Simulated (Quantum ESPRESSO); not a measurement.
A Quantum ESPRESSO 7.5 run (PBE) on a crystal of composition AlSi2Cl lists these optical modes at the zone centre:

```
symmetry  cm⁻¹  components     active in
    A''2   15i           1            IR
      E'   148           2  IR and Raman
     E''   185           2         Raman
    A''2   287           1            IR
      E'   389           2  IR and Raman
     A'1   429           1         Raman
```

Problem. How many atoms does the primitive cell hold, does the crystal have a centre of inversion, and what is its point group?

Solution. 9 optical and 3 acoustic modes make 4 atoms. No label carries g or u, so there is no centre of inversion. The point group is -6m2 (space group P-6m2, No. 187).

The cell:

```yaml
crystal:
  lattice:
    - [3.80282, 0.00000, 0.00000]
    - [-1.90141, 3.29334, 0.00000]
    - [0.00000, 0.00000, 4.98986]
  atoms:
    - { symbol: Al, position: [0.66667, 0.33333, 0.50000] }
    - { symbol: Si, position: [0.00000, 0.00000, 0.74682] }
    - { symbol: Si, position: [0.00000, 0.00000, 0.25318] }
    - { symbol: Cl, position: [0.33333, 0.66667, 0.00000] }
```

Caveat: the atoms weren't relaxed first, which shifts the frequencies; the cell is more than 3 GPa from zero pressure, which shifts response properties.
